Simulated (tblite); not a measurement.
# CH12BNSi3: the cost of one run

The runs use tblite 0.8.0 and PySCF 2.14.0, with density-fitted response routines of our own; the level of theory stands in each step. All values are computed, except where a source is named. Atoms are numbered from 0 throughout.

**1. The molecule as given**

18 atoms, charge 1, multiplicity 2; geometry from: force field or distance geometry start.

Bonds of the start (Å): Si0–B1 1.94, B1–C2 1.60, C2–Si3 1.86, Si3–N4 1.78, N4–Si5 1.78, Si0–H6 1.47, Si0–H7 1.48, Si0–H8 1.48, B1–H9 1.17, C2–H10 1.10, C2–H11 1.12, Si3–H12 1.49, Si3–H13 1.45, N4–H14 1.06, Si5–H15 1.48, Si5–H16 1.47, Si5–H17 1.47.

**2. Geometry optimisation with GFN2-xTB**

The job: settings as JSON, then the geometry in Å.

```
{"job": {"kind": "relax", "xc": "GFN2-xTB", "basis": "xTB"}, "charge": 1, "multiplicity": 2}
Si    -2.807400     0.970700     0.131700
B     -1.620300    -0.181200    -0.890800
C     -0.783500    -1.246800    -0.036600
Si     0.980100    -1.364900    -0.610000
N      1.917600    -0.226400     0.388400
Si     2.725700     1.033400    -0.578700
H     -4.160800     0.410700     0.246600
H     -2.241100     1.225800     1.479400
H     -2.872900     2.233800    -0.632600
H     -1.867400    -0.407400    -2.012700
H     -1.278700    -2.231700     0.005600
H     -0.762100    -0.861800     1.010600
H      1.461500    -2.750200    -0.356200
H      1.164200    -1.065700    -2.020200
H      1.264600     0.265400     1.057600
H      4.098100     1.149600    -0.025200
H      2.747000     0.732800    -2.016600
H      2.026500     2.320300    -0.416800
```

On the command line:

```
$ OMP_NUM_THREADS=1 python probes_run.py task.json out
```

The driver reads the jobs from task.json and runs them one after another.

**Question.** How long does this first job take on 1 thread of Intel Xeon at 2.50GHz, shared host?

About 5.7 s.
